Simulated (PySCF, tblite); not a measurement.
# C₄H₁₁BO₂: a rotation path, then NMR shifts on frames

Aim: move C₄H₁₁BO₂ (`CB(O)OC(C)C`) away from its starting geometry and see how NMR shifts follow the geometry.

Programs: tblite 0.8.0 and PySCF 2.14.0, with density-fitted response routines of our own. Each step states its level of theory. These are calculated values for one molecule in the gas phase, unless marked as measured. Atoms are numbered from 0 throughout.

## 1. The molecule as given

18 atoms, charge 0, multiplicity 1; geometry from: GFN2-xTB.

Bonds of the start (Å): C0–B1 1.60, B1–O2 1.37, B1–O3 1.34, O3–C4 1.42, C4–C5 1.53, C4–C6 1.53, C0–H7 1.08, C0–H8 1.09, C0–H9 1.09, O2–H10 0.96, C4–H11 1.10, C5–H12 1.09, C5–H13 1.09, C5–H14 1.09, C6–H15 1.09, C6–H16 1.09, C6–H17 1.09.

## 2. A band between two rotamers with GFN2-xTB

Job settings and geometry (Å):

```
{"job": {"kind": "neb", "xc": "GFN2-xTB", "basis": "xTB", "atoms": [6, 4, 3, 1], "turn": 120}, "charge": 0, "multiplicity": 1}
C      2.745234    -0.588892     0.050628
B      1.347610     0.103951     0.399870
O      1.200220     0.962683     1.455507
O      0.296241    -0.174476    -0.388497
C     -1.005514     0.357690    -0.179015
C     -1.682987     0.504565    -1.538788
C     -1.792168    -0.572868     0.742131
H      2.666555    -1.215391    -0.831393
H      3.089718    -1.213364     0.872814
H      3.519720     0.152483    -0.135355
H      1.995534     1.132708     1.956512
H     -0.912933     1.341958     0.298936
H     -2.670074     0.942007    -1.416745
H     -1.088687     1.144391    -2.186097
H     -1.779513    -0.469983    -2.010139
H     -1.302843    -0.627685     1.711166
H     -2.805091    -0.202574     0.874942
H     -1.829781    -1.570886     0.311867
```

Method: GFN2-xTB climbing-image nudged elastic band, gas phase.

Launch:

```sh
$ OMP_NUM_THREADS=1 python probes_run.py task.json out
```

The driver reads the jobs from task.json and runs them one after another.

Log:

```text
image   E - E0 / eV
  0      -0.0000
  1       0.0072
  2       0.0401
  3       0.0845
  4       0.1145
  5       0.1113
  6       0.0792
  7       0.0354
  8       0.0085
```

It took 3.2 s on 1 thread of Arm Neoverse V1, shared host; peak memory 0.18 GiB.

The final band, with the dihedral C6–C4–O3–B1:

| image | dihedral (°) | energy (eV) | energy (kcal/mol) |
| --- | --- | --- | --- |
| 0 | -89 | 0.000 | 0.0 |
| 1 | -71 | 0.007 | 0.2 |
| 2 | -54 | 0.040 | 0.9 |
| 3 | -36 | 0.085 | 1.9 |
| 4 | -15 | 0.115 | 2.6 |
| 5 | 6 | 0.111 | 2.6 |
| 6 | 29 | 0.079 | 1.8 |
| 7 | 48 | 0.035 | 0.8 |
| 8 | 62 | 0.008 | 0.2 |

## 3. Shielding tensors: image 0, PBE0/pcSseg-1

Job settings and geometry (Å):

```
{"job": {"kind": "nmr", "xc": "PBE0", "basis": "pcSseg-1", "pop": false}, "charge": 0, "multiplicity": 1}
C      2.745200    -0.588900     0.050600
B      1.347600     0.104000     0.399900
O      1.200200     0.962700     1.455500
O      0.296200    -0.174500    -0.388500
C     -1.005500     0.357700    -0.179000
C     -1.683000     0.504600    -1.538800
C     -1.792200    -0.572900     0.742100
H      2.666600    -1.215400    -0.831400
H      3.089700    -1.213400     0.872800
H      3.519700     0.152500    -0.135400
H      1.995500     1.132700     1.956500
H     -0.912900     1.342000     0.298900
H     -2.670100     0.942000    -1.416700
H     -1.088700     1.144400    -2.186100
H     -1.779500    -0.470000    -2.010100
H     -1.302800    -0.627700     1.711200
H     -2.805100    -0.202600     0.874900
H     -1.829800    -1.570900     0.311900
```

With the program's defaults for keys left out, this is: GIAO PBE0/pcSseg-1 NMR shielding, non-relativistic, gas phase.

Log:

```text
coarse grid: 14424 points
cycle   1  E = -333.8272995351  dE =  7.113e-01  |g| = 8.790e-01  |ddm| = 3.459e+00
cycle   2  E = -333.7194858158  dE =  1.078e-01  |g| = 1.185e+00  |ddm| = 1.430e+00
cycle   3  E = -333.9751476111  dE = -2.557e-01  |g| = 1.136e-01  |ddm| = 8.835e-01
cycle   4  E = -333.9775330976  dE = -2.385e-03  |g| = 3.511e-02  |ddm| = 8.675e-02
cycle   5  E = -333.9777660468  dE = -2.329e-04  |g| = 1.197e-02  |ddm| = 2.676e-02
cycle   6  E = -333.9777898321  dE = -2.379e-05  |g| = 3.346e-03  |ddm| = 9.407e-03
cycle   7  E = -333.9777918851  dE = -2.053e-06  |g| = 4.258e-04  |ddm| = 2.276e-03
final grid: 137552 points
cycle   8  E = -334.0378326119  dE = -4.562e-05  |g| = 1.174e-02  |ddm| = 2.628e-02
cycle   9  E = -334.0378114044  dE =  2.121e-05  |g| = 1.602e-02  |ddm| = 1.675e-02
cycle  10  E = -334.0378607458  dE = -4.934e-05  |g| = 1.415e-03  |ddm| = 9.687e-03
cycle  11  E = -334.0378611554  dE = -4.096e-07  |g| = 2.184e-04  |ddm| = 1.155e-03
cycle  12  E = -334.0378611614  dE = -6.061e-09  |g| = 1.341e-04  |ddm| = 2.272e-04
cycle  13  E = -334.0378611645  dE = -3.073e-09  |g| = 2.506e-05  |ddm| = 9.388e-05
cycle  14  E = -334.0378611646  dE = -1.166e-10  |g| = 5.613e-06  |ddm| = 2.254e-05
converged SCF energy = -334.0378611646

GIAO shielding tensors (ppm)
atom      isotropic    diamagn.    paramagn.     s11        s22        s33       span
  0 C      187.073     254.840     -67.768    177.886    184.468    198.865     20.979
  1 B       71.816     194.291    -122.474     55.618     69.619     90.212     34.594
  2 O      206.115     389.935    -183.820     84.396    253.305    280.644    196.248
  3 O      169.893     398.493    -228.600     59.853    185.167    264.659    204.805
  4 C      118.940     242.065    -123.125     86.572    112.756    157.493     70.921
  5 C      160.636     246.970     -86.334    142.706    152.902    186.300     43.594
  6 C      160.265     249.039     -88.774    140.688    153.695    186.412     45.724
  7 H       31.455      32.518      -1.062     26.627     30.292     37.447     10.819
  8 H       31.657      30.641       1.016     28.051     29.125     37.796      9.745
  9 H       31.698      30.203       1.495     27.935     29.142     38.018     10.084
 10 H       27.811      31.937      -4.127     22.184     24.781     36.466     14.281
 11 H       26.904      32.084      -5.180     23.346     28.384     28.981      5.635
 12 H       30.736      29.191       1.545     26.652     28.365     37.192     10.540
 13 H       30.256      30.012       0.243     26.173     28.242     36.351     10.178
 14 H       30.362      30.119       0.243     27.502     28.644     34.939      7.437
 15 H       30.127      31.304      -1.177     25.522     29.654     35.205      9.683
 16 H       30.759      29.918       0.840     26.593     28.332     37.350     10.757
 17 H       30.553      30.971      -0.418     28.013     28.575     35.070      7.057
```

Run time: 20 s. Hardware: 1 thread of Arm Neoverse V1, shared host; peak memory 0.79 GiB.

The references, computed at this level on geometries of the same kind, shield at (ppm): ¹H TMS 31.72, ¹³C TMS 186.9, ¹⁷O H2O 336.1, ¹¹B BF3·OEt2 100.1. Their shielding less the atom's gives the shift. The references are single molecules in the gas phase, so shifts against H2O, NH3, PH3, H3PO4 or CFCl3 are not on the usual liquid scales and can be off by tens of ppm. Each atom is listed at this fixed geometry, with no averaging over motion; a spectrum would average atoms that exchange fast.

| atoms | environment | σ (ppm) | δ (ppm) |
| --- | --- | --- | --- |
| C4 | sp3 CH bonded to O | 118.9 | 68.0 |
| C6 | methyl carbon | 160.3 | 26.7 |
| C5 | methyl carbon | 160.6 | 26.3 |
| C0 | methyl carbon bonded to B | 187.1 | -0.1 |
| H11 | hydrogen on an sp3 CH bonded to O | 26.90 | 4.81 |
| H10 | hydrogen on an oxygen bonded to B | 27.81 | 3.91 |
| H15 | hydrogen on a methyl carbon | 30.13 | 1.59 |
| H13 | hydrogen on a methyl carbon | 30.26 | 1.46 |
| H14 | hydrogen on a methyl carbon | 30.36 | 1.36 |
| H17 | hydrogen on a methyl carbon | 30.55 | 1.16 |
| H12 | hydrogen on a methyl carbon | 30.74 | 0.98 |
| H16 | hydrogen on a methyl carbon | 30.76 | 0.96 |
| H7 | hydrogen on a methyl carbon bonded to B | 31.46 | 0.26 |
| H8 | hydrogen on a methyl carbon bonded to B | 31.66 | 0.06 |
| H9 | hydrogen on a methyl carbon bonded to B | 31.70 | 0.02 |
| B1 | boron bonded to C, 2 O | 71.8 | 28.3 |
| O3 | oxygen bonded to C, B | 169.9 | 166.2 |
| O2 | oxygen bonded to B, H | 206.1 | 130.0 |

## 4. Nuclear shieldings: image 2, PBE0/pcSseg-1

Job settings and geometry (Å):

```
{"job": {"kind": "nmr", "xc": "PBE0", "basis": "pcSseg-1", "pop": false}, "charge": 0, "multiplicity": 1}
C      2.761000    -0.474600    -0.016200
B      1.310900     0.035200     0.428900
O      1.061400     0.391300     1.727800
O      0.350200     0.097500    -0.507200
C     -0.995900     0.508300    -0.299000
C     -1.750800     0.310700    -1.612800
C     -1.660500    -0.278700     0.828100
H      2.817500    -0.664400    -1.082300
H      3.018000    -1.397700     0.500400
H      3.529300     0.254500     0.234600
H      1.801800     0.283300     2.322200
H     -0.989300     1.576700    -0.037500
H     -2.766000     0.687000    -1.515500
H     -1.252000     0.838500    -2.420600
H     -1.787300    -0.746800    -1.861500
H     -1.166200    -0.064700     1.770400
H     -2.709100    -0.005400     0.904100
H     -1.581600    -1.344300     0.624400
```

Level: GIAO PBE0/pcSseg-1 NMR shielding, non-relativistic, gas phase.

Log:

```text
coarse grid: 14424 points
cycle   1  E = -333.8241790867  dE =  7.156e-01  |g| = 8.782e-01  |ddm| = 3.458e+00
cycle   2  E = -333.7191742424  dE =  1.050e-01  |g| = 1.178e+00  |ddm| = 1.402e+00
cycle   3  E = -333.9716265016  dE = -2.525e-01  |g| = 1.133e-01  |ddm| = 8.651e-01
cycle   4  E = -333.9740144292  dE = -2.388e-03  |g| = 3.443e-02  |ddm| = 8.698e-02
cycle   5  E = -333.9742459638  dE = -2.315e-04  |g| = 1.108e-02  |ddm| = 2.621e-02
cycle   6  E = -333.9742657803  dE = -1.982e-05  |g| = 3.573e-03  |ddm| = 8.891e-03
cycle   7  E = -333.9742680838  dE = -2.303e-06  |g| = 3.869e-04  |ddm| = 2.325e-03
final grid: 137552 points
cycle   8  E = -334.0347004887  dE = -4.220e-05  |g| = 1.128e-02  |ddm| = 2.433e-02
cycle   9  E = -334.0346806702  dE =  1.982e-05  |g| = 1.545e-02  |ddm| = 1.616e-02
cycle  10  E = -334.0347265500  dE = -4.588e-05  |g| = 1.384e-03  |ddm| = 9.259e-03
cycle  11  E = -334.0347269424  dE = -3.924e-07  |g| = 2.149e-04  |ddm| = 1.140e-03
cycle  12  E = -334.0347269483  dE = -5.932e-09  |g| = 1.295e-04  |ddm| = 2.206e-04
cycle  13  E = -334.0347269512  dE = -2.859e-09  |g| = 2.491e-05  |ddm| = 8.964e-05
cycle  14  E = -334.0347269513  dE = -1.138e-10  |g| = 5.588e-06  |ddm| = 2.070e-05
converged SCF energy = -334.0347269513

GIAO shielding tensors (ppm)
atom      isotropic    diamagn.    paramagn.     s11        s22        s33       span
  0 C      186.424     254.613     -68.188    176.408    183.603    199.263     22.855
  1 B       71.706     193.894    -122.187     56.134     70.032     88.953     32.819
  2 O      198.362     390.394    -192.032     79.551    245.416    270.119    190.568
  3 O      176.622     397.786    -221.165     79.358    181.863    268.643    189.285
  4 C      116.288     241.319    -125.031     86.737    105.257    156.869     70.131
  5 C      159.412     247.145     -87.733    139.867    152.300    186.070     46.203
  6 C      161.721     250.819     -89.099    143.327    156.681    185.154     41.827
  7 H       31.492      32.211      -0.719     26.706     30.189     37.582     10.876
  8 H       31.650      30.918       0.732     28.129     29.234     37.586      9.457
  9 H       31.704      30.000       1.703     27.842     29.308     37.961     10.118
 10 H       27.801      32.177      -4.376     22.128     25.152     36.124     13.995
 11 H       27.224      31.228      -4.004     24.098     26.808     30.765      6.667
 12 H       30.774      29.090       1.684     26.660     28.543     37.118     10.458
 13 H       30.085      29.684       0.401     26.085     27.894     36.277     10.191
 14 H       30.433      30.282       0.151     27.591     28.908     34.798      7.207
 15 H       28.692      31.533      -2.841     22.566     29.711     33.800     11.234
 16 H       30.870      30.363       0.507     26.477     28.803     37.329     10.852
 17 H       30.884      31.876      -0.993     28.605     28.922     35.124      6.519
```

Wall time 19 s (1 thread of Arm Neoverse V1, shared host); peak memory 0.81 GiB.

Key values: δ C4 70.6, C5 27.5, C6 25.2, C0 0.5, H11 4.49, H10 3.92 ppm.

(Part 1 of 2 ends here.)
